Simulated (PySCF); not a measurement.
# The bond of CaF−, level by level

Aim: find the lowest electronic state of CaF−, scan its bond at several levels of theory, and get bond length, wavenumber and dissociation energy from each curve.

Program: PySCF 2.14.0. Level of theory: Ca aug-pcseg-1, F aug-pcseg-1, no relativity. These are calculated values, not measurements.

3 further runs of the same task are left out: 3 set aside as unsound or not needed.

## Step 1: Input

The job is set up so:

* atoms: Ca, F
* charge: -1
* basis: Ca aug-pcseg-1, F aug-pcseg-1
* Hamiltonian: no relativity
* basis functions: 56
* electrons treated: 30
* masses in u: 39.9626, 18.9984
* levels: PBE0, PBE, r²SCAN, B3LYP, r²SCANh, BP86, HF, MP2, SCS-MP2, CCSD, CCSD(T)
* grid: 80 radial by 434 angular points
* occupations: held fixed by the projection of orbital angular momentum
* dissociation limit: Ca + F−, each in its ground configuration
* starting distance in angstrom: 2.305
* values of 2S to try: 0, 2

Started as:

```bash
$ OMP_NUM_THREADS=1 python dia.py task.json out
```

Further steps of the session: First curve: PBE0; PBE (GGA); r²SCAN; B3LYP; r²SCANh (hybrid meta-GGA); BP86; RHF (mean field); Adding correlation.

What does the calculation give? Wanted: for each run, Re; ωe; De; μ.

**Answer**, as computed:

Lowest PBE0 solution found, without spin–orbit coupling: ¹Σ⁺ (singlet), closed shell.

```
      level  Re (Å)  ωe (cm⁻¹)  De (eV)  μ (D)
        RHF   2.058        517     3.25   4.52
    RHF-MP2   2.066        498     3.10    n/a
RHF-SCS-MP2   2.070        497     3.09    n/a
   RHF-CCSD   2.068        503     3.19    n/a
RHF-CCSD(T)   2.067        501     3.20    n/a
        PBE   2.011        520     3.33   3.70
       BP86   2.010        521     3.27   3.73
     r²SCAN   2.005        536     3.58   4.10
    r²SCANh   2.008        536     3.54   4.06
      B3LYP   2.024        516     3.14   3.38
       PBE0   2.013        527     3.34   3.91
```

De is counted to Ca + F− in their ground configurations. A positive dipole points from Ca to F; in an ion it is taken about the centre of mass and does not tell which atom is negative.

In words: Bond lengths run from 2.005 Å (r²SCAN) to 2.070 Å (RHF-SCS-MP2). Of the levels with a De here, RHF-SCS-MP2 gives the least (3.09 eV) and r²SCAN the most (3.58 eV).

Correlated steps freeze 6 core orbitals. T1 is 0.023 near the minimum (highest on the curve 0.024), which may point to more than one leading configuration. With some functionals the highest level of the anion is positive, from self-interaction error or because the anion is truly unbound there; the finite basis then holds the extra electron, and no neutral molecule was run to test the binding.
